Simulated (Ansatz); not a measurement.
**CH₆B₂Si: small, medium and large basis sets**

The task here is to estimate one member of a computed series from the others.

Computed with Ansatz 0.2.0, Gaussian basis. Level: one geometry, several basis sets.

The runs, in order: PBE0-D4/def2-SVP; ωB97M-V/def2-SVP; PBE0-D4/def2-QZVPP; ωB97M-V/def2-QZVPP; the functionals' def2-TZVPP values are taken from earlier runs.

## The relaxed structure

An earlier PBE0-D4 in a triple-zeta def2 set relaxation fixed the geometry.

10 atoms, charge 0, spin multiplicity 1.

Atoms are counted from 1 here; the program's logs count them from 0.

Bond lengths: B1–C2 1.562 Å, B1–Si4 2.039 Å, B1–H5 1.193 Å, C2–B3 1.513 Å, C2–H6 1.084 Å, C2–H7 1.150 Å, B3–Si4 1.987 Å, B3–H8 1.194 Å, Si4–H9 1.486 Å, Si4–H10 1.483 Å. Angles: C2–B1–Si4 95.1°, C2–B1–H5 125.1°, Si4–B1–H5 139.8°, B1–C2–B3 86.1°, B1–C2–H6 128.0°, B1–C2–H7 72.0°, B3–C2–H6 132.1°, B3–C2–H7 112.1°, H6–C2–H7 110.4°, C2–B3–Si4 98.8°, C2–B3–H8 122.0°, Si4–B3–H8 131.1°, B1–Si4–B3 62.9°, B1–Si4–H9 109.2°, B1–Si4–H10 123.4°, B3–Si4–H9 115.5°, B3–Si4–H10 125.4°, H9–Si4–H10 111.6°.

The first run:

The input, in.yaml:

```yaml
crystal:
  periodic: [false, false, false]
  atoms:
    - {symbol: B, position_ang: [0.417331, -0.299461, -0.907441]}
    - {symbol: C, position_ang: [0.923697, -0.694213, 0.516642]}
    - {symbol: B, position_ang: [-0.496998, -0.452492, 0.976659]}
    - {symbol: Si, position_ang: [-0.961473, 1.046811, -0.241273]}
    - {symbol: H, position_ang: [0.830903, -0.748650, -1.932183]}
    - {symbol: H, position_ang: [1.654520, -1.450711, 0.779936]}
    - {symbol: H, position_ang: [1.450127, 0.280949, 0.209897]}
    - {symbol: H, position_ang: [-1.168754, -1.324067, 1.440800]}
    - {symbol: H, position_ang: [-0.285060, 2.338402, 0.047001]}
    - {symbol: H, position_ang: [-2.281093, 1.252331, -0.887037]}
basis:
  gaussian: {orbitals: def2-SVP}
hamiltonian: {xc: pbe0, dispersion: d4}
output: {orbitals: {seedname: orbitals}}
```

Started as:

```bash
> ansatz run in.yaml --threads 2 --pin off --events-out ev --progress --plain --max-ram 4352MiB
```

Steps of the session up to this table: PBE0-D4 in def2-SVP; ωB97M-V in def2-SVP; PBE0-D4 in def2-QZVPP; ωB97M-V in def2-QZVPP.

One table of the session follows, with a row left open; its other results are not shown here.

It belongs to the step «Functionals by basis». 

| functional | basis | HOMO (eV) | LUMO (eV) |
| --- | --- | --- | --- |
| PBE0-D4 | def2-SVP | -6.97 | -1.89 |
| PBE0-D4 | def2-TZVPP | -6.98 | -1.94 |
| PBE0-D4 | def2-QZVPP | ? | ? |
| ωB97M-V | def2-SVP | -9.01 | 0.20 |
| ωB97M-V | def2-TZVPP | -9.05 | 0.07 |
| ωB97M-V | def2-QZVPP | -9.06 | 0.02 |

Q: Estimate the row for PBE0-D4, def2-QZVPP from the others.

**Answer.** HOMO (eV): -6.98; LUMO (eV): -1.95.
